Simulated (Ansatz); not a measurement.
Geometry optimisation, Ansatz, DFT PBE-D3(BJ), scalar-relativistic, plane waves, PAW.

Input:

```yaml
crystal:
  lattice:
    - [-4.156, -4.156, 0.0]
    - [4.156, -4.156, 0.0]
    - [0.0, 0.0, 5.3202]
  atoms:
    - { symbol: Si, position: [0.5, 0.5, 0.5] }
    - { symbol: Si, position: [0.0, 0.5, 0.25] }
    - { symbol: O, position: [0.1938, 0.5, 0.0] }
    - { symbol: O, position: [0.0, 0.1938, 0.25] }
    - { symbol: O, position: [0.8062, 0.5, 0.0] }
    - { symbol: O, position: [0.0, 0.8062, 0.25] }
    - { symbol: Si, position: [0.0, 0.5, 0.75] }
    - { symbol: O, position: [0.1938, 0.5, 0.5] }
    - { symbol: O, position: [0.0, 0.1938, 0.75] }
    - { symbol: O, position: [0.8062, 0.5, 0.5] }
    - { symbol: O, position: [0.0, 0.8062, 0.75] }
    - { symbol: Si, position: [0.0, 0.0, 0.0] }
    - { symbol: Si, position: [0.5, 0.0, 0.25] }
    - { symbol: O, position: [0.6938, 0.0, 0.0] }
    - { symbol: O, position: [0.5, 0.6938, 0.25] }
    - { symbol: O, position: [0.3062, 0.0, 0.0] }
    - { symbol: O, position: [0.5, 0.3062, 0.25] }
    - { symbol: Si, position: [0.0, 0.0, 0.5] }
    - { symbol: Si, position: [0.5, 0.0, 0.75] }
    - { symbol: O, position: [0.6938, 0.0, 0.5] }
    - { symbol: O, position: [0.5, 0.6938, 0.75] }
    - { symbol: O, position: [0.3062, 0.0, 0.5] }
    - { symbol: O, position: [0.5, 0.3062, 0.75] }
basis:
  ecutwfc: 420.0
kpoints:
  mp_grid: { grid: [2, 2, 3] }
hamiltonian:
  xc: pbe
  dispersion: d3bj
  pseudopotentials: { kind: paw, azcp: { folder: soft_1 } }
scf:
  occupations: { method: fermi_dirac, width: 0.05 }
  lower_state_search: "off"
relax:
  f_tol: 0.03
  max_steps: 60
  adjacent_minimum: "off"
```

Command:

```bash
$ ansatz run input.yaml --threads 2 --pin off --max-ram 5120MiB --backend cpu --events-out ev --progress --plain --runs-dir out
```

Problem. Where does it end, and by what steps?

Solution. The run converged. Limits of this set-up: coarse k mesh, no spin, though dangling bonds at a vacancy may carry it, a small cell, in which the defect meets its images. After 4 steps the energy has fallen by 0.471 eV; O17 moved furthest, 0.11 Å.

```json
{"step": "0", "energy less start (eV)": "0.0000", "largest force component (eV/Å)": "1.016", "accepted": "yes"}
{"step": "1", "energy less start (eV)": "-0.2755", "largest force component (eV/Å)": "0.703", "accepted": "yes"}
{"step": "2", "energy less start (eV)": "-0.4591", "largest force component (eV/Å)": "0.305", "accepted": "yes"}
{"step": "3", "energy less start (eV)": "-0.4707", "largest force component (eV/Å)": "0.030", "accepted": "yes"}
{"step": "4", "energy less start (eV)": "-0.4709", "largest force component (eV/Å)": "0.007", "accepted": "yes"}
```

```xyz
23
Lattice="-4.1560 -4.1560 0.0000 4.1560 -4.1560 0.0000 0.0000 0.0000 5.3202" Properties=species:S:1:pos:R:3
Si 0.000 -4.156 2.660
Si 2.078 -2.078 1.329
O 1.302 -2.854 0.000
O 0.807 -0.807 1.337
O -1.302 -5.458 0.000
O 3.349 -3.349 1.337
Si 2.078 -2.078 3.991
O 1.272 -2.884 2.660
O 0.807 -0.807 3.983
O -1.272 -5.428 2.660
O 3.349 -3.349 3.983
Si 0.000 0.000 0.000
Si -2.078 -2.078 1.319
O -2.895 -2.895 0.000
O 0.856 -5.012 1.414
O -1.261 -1.261 0.000
O -0.856 -3.300 1.414
Si 0.000 0.000 2.660
Si -2.078 -2.078 4.002
O -2.906 -2.906 2.660
O 0.856 -5.012 3.906
O -1.250 -1.250 2.660
O -0.856 -3.300 3.906
```

Whether the end is a true minimum wasn't checked by a vibrational analysis.

Run time: 8.3 s on 2 threads of INTEL(R) XEON(R) PLATINUM 8581C CPU @ 2.30GHz (Emerald Rapids), with other jobs on the host, peak memory 0.57 GiB.
